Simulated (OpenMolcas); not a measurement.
# FNO-MP2/ANO-R0 (sfX2C, RICD fitting, virtual fraction 0.8) run of InSiH5 (SMILES [SiH3][InH2])

What is the energy difference between two shapes of InSiH5 at FNO-MP2/ANO-R0 (sfX2C, RICD fitting, virtual fraction 0.8)? 

The results are computed with OpenMolcas 26.06.

9 further runs of the same task are left out: 2 that didn't finish, 7 set aside as unsound or not needed.

## Step 1: The molecule

The species is InSiH5 (7 atoms), meant as a singlet with charge 0. SMILES: `[SiH3][InH2]`. Geometry: relaxed at PBE0-D4/def2-TZVP.

Bond lengths: Si1–In2 2.575 Å, Si1–H3 1.488 Å, Si1–H4 1.491 Å, Si1–H5 1.491 Å, In2–H6 1.729 Å, In2–H7 1.730 Å. Angles: Si1–In2–H6 122.1°, Si1–In2–H7 119.9°, In2–Si1–H3 113.2°, In2–Si1–H4 110.5°, In2–Si1–H5 110.1°, H6–In2–H7 118.0°, H3–Si1–H4 107.8°, H3–Si1–H5 107.7°, H4–Si1–H5 107.3°.

## Step 2: The energy at FNO-MP2/ANO-R0 (sfX2C, RICD fitting, virtual fraction 0.8)

calc.input

```
&GATEWAY
Coord
7
angstrom
Si      -0.667100      -0.641500      -0.642100
In       0.830800       0.837600       0.840500
H       -2.119900      -0.371100      -0.463600
H       -0.432000      -2.083300      -0.345900
H       -0.338000      -0.425500      -2.080000
H        0.179100       2.062100       1.872000
H        2.547100       0.621800       0.819100
Basis
ANO-R0
Group
NoSym
RICD
&SEWARD
&SCF
PrOrbitals
1 2
&MBPT2
FNOMP2
0.8
DoMP2
Frozen
23
```

On the command line:

```
$ export MOLCAS_MEM=1860
$ pymolcas calc.input > calc.log
```

Standard output:

```text
--- Start Module: gateway ---
[...]
--- Stop Module: gateway /rc=_RC_ALL_IS_WELL_ ---
[...]
      Basis functions           41
[...]
--- Start Module: scf ---
[...]
       Convergence after   8 Iterations
[...]
::    Total SCF energy                              -6170.2769025412
[...]
      Total spin, S                                     0.0000000000
[...]
      Total electronic charge=   68.000000
      Total            charge=   -0.000000
[...]
      Dipole Moment (debye):
      Origin of the operator (angstrom)=    0.5181    0.5280    0.5301
                   X= -1.8270E-01               Y= -1.6754E-02               Z= -7.4379E-03           Total=  1.8362E-01
      Quadrupole Moment (debye*angstrom):
[...]
--- Stop Module: scf /rc=_RC_ALL_IS_WELL_ ---
--- Start Module: mbpt2 ---
[...]
WARNING!
Default frozen orbitals as non valence orbitals is overwritten by user input.
Default values:  20
[...]
       Reference weight ( Cref**2 )         =        0.97553
::    Total MBPT2 energy                            -6170.3152250771
[...]
--- Stop Module: mbpt2 /rc=_RC_ALL_IS_WELL_ ---
[...]
```

Run time: 6.6 s. Hardware: 1 thread of Arm Neoverse V1, shared host; peak memory 0.26 GiB.

## Step 3: The distorted shape

calc.inp

```
&GATEWAY
  COORD
  7
  angstrom
  Si      -0.796867      -0.618810      -0.720245
  In       0.800558       0.804429       0.831957
  H       -2.055512      -0.421512      -0.457973
  H       -0.458475      -2.117527      -0.407315
  H       -0.388685      -0.466325      -2.020073
  H        0.177641       2.029235       1.904758
  H        2.620984       0.665110       0.789623
  BASIS = ANO-R0
  GROUP = NoSym
  RICD

&SEWARD

&SCF
  PRORBITALS = 1 2

&MBPT2
  FNOMP2 = 0.8
  DOMP2
  FROZEN = 23
```

On the command line:

```
$ export MOLCAS_MEM=1860
$ pymolcas calc.inp > calc.log
```

Standard output:

```text
--- Start Module: gateway ---
[...]
--- Stop Module: gateway /rc=_RC_ALL_IS_WELL_ ---
[...]
      Basis functions           41
[...]
--- Start Module: scf ---
[...]
       Convergence after   8 Iterations
[...]
::    Total SCF energy                              -6170.2197707881
[...]
      Total spin, S                                     0.0000000000
[...]
      Total electronic charge=   68.000000
      Total            charge=   -0.000000
[...]
      Dipole Moment (debye):
      Origin of the operator (angstrom)=    0.4704    0.5057    0.5087
                   X= -3.6499E-01               Y= -1.1617E-01               Z= -9.9549E-02           Total=  3.9576E-01
      Quadrupole Moment (debye*angstrom):
[...]
--- Stop Module: scf /rc=_RC_ALL_IS_WELL_ ---
--- Start Module: mbpt2 ---
[...]
WARNING!
Default frozen orbitals as non valence orbitals is overwritten by user input.
Default values:  20
[...]
       Reference weight ( Cref**2 )         =        0.97631
::    Total MBPT2 energy                            -6170.2568662053
[...]
--- Stop Module: mbpt2 /rc=_RC_ALL_IS_WELL_ ---
[...]
```

Wall time 6.6 s (1 thread of Arm Neoverse V1, shared host); peak memory 0.26 GiB.

## Step 4: Summary of results

At FNO-MP2/ANO-R0 (sfX2C, RICD fitting, virtual fraction 0.8), 23 core orbitals frozen:

```
                                                     quantity           value
                                    first shape: total energy  -6170.31523 Eh
              first shape: dipole moment (mean-field density)          0.18 D
             first shape: HOMO energy (Hartree–Fock orbitals)       -11.64 eV
             first shape: LUMO energy (Hartree–Fock orbitals)        -1.40 eV
           first shape: HOMO–LUMO gap (Hartree–Fock orbitals)        10.24 eV
    first shape: correlation energy (23 core orbitals frozen)       -38.3 mEh
                                distorted shape: total energy  -6170.25687 Eh
          distorted shape: dipole moment (mean-field density)          0.40 D
         distorted shape: HOMO energy (Hartree–Fock orbitals)       -11.51 eV
         distorted shape: LUMO energy (Hartree–Fock orbitals)        -1.30 eV
       distorted shape: HOMO–LUMO gap (Hartree–Fock orbitals)        10.21 eV
distorted shape: correlation energy (23 core orbitals frozen)       -37.1 mEh
                       energy change with the atoms displaced        1.588 eV
```

**Reading.** With the atoms displaced the energy rises by 1.59 eV (153 kJ/mol). The first shape isn't relaxed at this level, so the change isn't measured from a minimum. The minimal basis adds a large error of its own. Mulliken charges (first shape) of the mean-field density run from -0.35 on H6 to +0.99 on In2; they depend strongly on the basis.
